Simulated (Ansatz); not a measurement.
# W4SN: the cost of one run

Computed with Ansatz 0.2.0 (DFT PBE, scalar-relativistic, plane waves, PAW, unless a step's input says otherwise).

### 1 Starting point

The structure is tetragonal, space group P4/mmm (No. 123). The conventional cell has a = 3.784 Å, b = 3.784 Å, c = 6.320 Å, α = 90.00°, β = 90.00°, γ = 90.00°. Around W (site symmetry 2mm) lie 2 N at 2.31 Å and 5 W at 2.64 to 2.68 Å and 2 S at 2.64 Å. S (site symmetry 4/mmm) is surrounded by 8 W at 2.64 Å. N (site symmetry 4/mmm) is surrounded by 8 W at 2.31 Å.

Coordinates:

```cif
data_structure
_symmetry_space_group_name_H-M 'P 1'
_symmetry_Int_Tables_number 1
_cell_length_a 3.7840
_cell_length_b 3.7840
_cell_length_c 6.3195
_cell_angle_alpha 90.000
_cell_angle_beta 90.000
_cell_angle_gamma 90.000
_cell_volume 90.49
loop_
_atom_site_label
_atom_site_type_symbol
_atom_site_fract_x
_atom_site_fract_y
_atom_site_fract_z
_atom_site_occupancy
W1 W 0.50000 0.00000 0.29138 1
W2 W 0.00000 0.50000 0.70862 1
W3 W 0.50000 0.00000 0.70862 1
W4 W 0.00000 0.50000 0.29138 1
S1 S 0.00000 0.00000 0.00000 1
N1 N 0.50000 0.50000 0.50000 1
```

The cell was relaxed beforehand at this level, from a generated guess; it is a trial structure. At a tolerance of 0.05 Å it has space group P4/mmm (No. 123); it has 15.08 Å³/atom, an uncorrected energy of +1.01 eV/atom over the elements.

### 2 Bands, states and charges

The input, input.yaml:

```yaml
crystal:
  lattice:
    - [3.7840155966, 0.0, 0.0]
    - [0.0, 3.7840155966, 0.0]
    - [0.0, 0.0, 6.3195497647]
  atoms:
    - { symbol: W, position: [0.5, 0.0, 0.2913835694] }
    - { symbol: W, position: [0.0, 0.5, 0.7086164306] }
    - { symbol: W, position: [0.5, 0.0, 0.7086164306] }
    - { symbol: W, position: [0.0, 0.5, 0.2913835694] }
    - { symbol: S, position: [0.0, 0.0, 0.0] }
    - { symbol: "N", position: [0.5, 0.5, 0.5] }
basis:
  ecutwfc: 420
kpoints:
  mp_grid: { grid: [10, 10, 6] }
  band_path:
    path:
      - [[0.0, 0.0, 0.0], [0.0, 0.5, 0.0], [0.5, 0.5, 0.0], [0.0, 0.0, 0.0], [0.0, 0.0, 0.5], [0.0, 0.5, 0.5], [0.5, 0.5, 0.5], [0.0, 0.0, 0.5]]
      - [[0.0, 0.5, 0.0], [0.0, 0.5, 0.5]]
      - [[0.5, 0.5, 0.0], [0.5, 0.5, 0.5]]
    npoints: 14
hamiltonian:
  xc: pbe
scf:
  occupations: { method: gaussian, width: 0.1 }
  n_extra_bands: 15
output:
  forces: true
  stress: true
  eigenvalues: true
  populations: true
  dos: { projected: true, de: 0.02, nscf_kmesh: { grid: [12, 12, 8] } }
  bader: true
  write_density: true
  write_potential: true
  elf: true
  volumetric_format: npy
```

Command:

```bash
ansatz run input.yaml --threads 1 --pin off --max-ram 2560MiB --backend cpu --events-out ev --progress --plain --runs-dir out
```

Q: Estimate wall time and peak memory on 1 thread of Intel Xeon at 2.50GHz (Skylake/Cascade Lake), shared host.

About 3.8 min, with a peak of 0.66 GiB.
